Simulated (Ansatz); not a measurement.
# CH6BNO: small, medium and large basis sets

An exercise on one series of results from a longer session: the logs are not shown, and one member is left open.

The runs use Ansatz 0.2.0, Gaussian basis; one geometry, several basis sets.

The runs, in order: PBE0-D4/def2-SVP; ωB97M-V/def2-SVP; PBE0-D4/def2-QZVPP; ωB97M-V/def2-QZVPP; the functionals' def2-TZVPP values are taken from earlier runs.

**The relaxed structure**

An earlier PBE0-D4 in a triple-zeta def2 set relaxation fixed the geometry.

SMILES `NCBO`, 10 atoms, charge 0, spin multiplicity 1.

Atoms are counted from 1 here; the program's logs count them from 0.

Bond lengths: N1–C2 1.481 Å, N1–H5 1.013 Å, N1–H6 1.014 Å, C2–B3 1.567 Å, C2–H7 1.093 Å, C2–H8 1.093 Å, B3–O4 1.357 Å, B3–H9 1.208 Å, O4–H10 0.960 Å. Angles: C2–N1–H5 110.4°, C2–N1–H6 110.6°, H5–N1–H6 106.8°, N1–C2–B3 107.1°, N1–C2–H7 108.1°, N1–C2–H8 107.9°, B3–C2–H7 113.1°, B3–C2–H8 113.6°, H7–C2–H8 106.9°, C2–B3–O4 119.4°, C2–B3–H9 120.9°, O4–B3–H9 119.4°, B3–O4–H10 113.3°.

The first run:

Contents of in.yaml:

```yaml
crystal:
  periodic: [false, false, false]
  atoms:
    - {symbol: N, position_ang: [-1.414013, -0.250023, -0.623787]}
    - {symbol: C, position_ang: [-0.269685, -0.840125, 0.108160]}
    - {symbol: B, position_ang: [0.692954, 0.337564, 0.484256]}
    - {symbol: O, position_ang: [1.835406, 0.517590, -0.226142]}
    - {symbol: H, position_ang: [-1.090510, 0.234282, -1.453230]}
    - {symbol: H, position_ang: [-1.888645, 0.436993, -0.048894]}
    - {symbol: H, position_ang: [0.199117, -1.587188, -0.538103]}
    - {symbol: H, position_ang: [-0.665973, -1.375033, 0.975499]}
    - {symbol: H, position_ang: [0.378319, 1.154072, 1.316722]}
    - {symbol: H, position_ang: [2.306231, 1.320669, 0.008319]}
basis:
  gaussian: {orbitals: def2-SVP}
hamiltonian: {xc: pbe0, dispersion: d4}
output: {orbitals: {seedname: orbitals}}
```

Launch:

```bash
> ansatz run in.yaml --threads 2 --pin off --events-out ev --progress --plain --max-ram 4352MiB
```

Steps of the session up to this table: PBE0-D4 in def2-SVP; ωB97M-V in def2-SVP; PBE0-D4 in def2-QZVPP; ωB97M-V in def2-QZVPP.

One table of the session follows, with a row left open; its other results are not shown here.

It belongs to the step «Functionals by basis». 

```
functional       basis  HOMO (eV)  LUMO (eV)
   PBE0-D4    def2-SVP      -6.32       0.20
   PBE0-D4  def2-TZVPP          ?          ?
   PBE0-D4  def2-QZVPP      -6.64      -0.21
   ωB97M-V    def2-SVP      -8.65       2.26
   ωB97M-V  def2-TZVPP      -8.94       1.72
   ωB97M-V  def2-QZVPP      -8.99       1.37
```

**Question.** Estimate the row for PBE0-D4, def2-TZVPP.

The run gave: HOMO (eV): -6.59; LUMO (eV): -0.09. In the column «HOMO (eV)» it lies between PBE0-D4, def2-QZVPP (-6.64) and PBE0-D4, def2-SVP (-6.32).
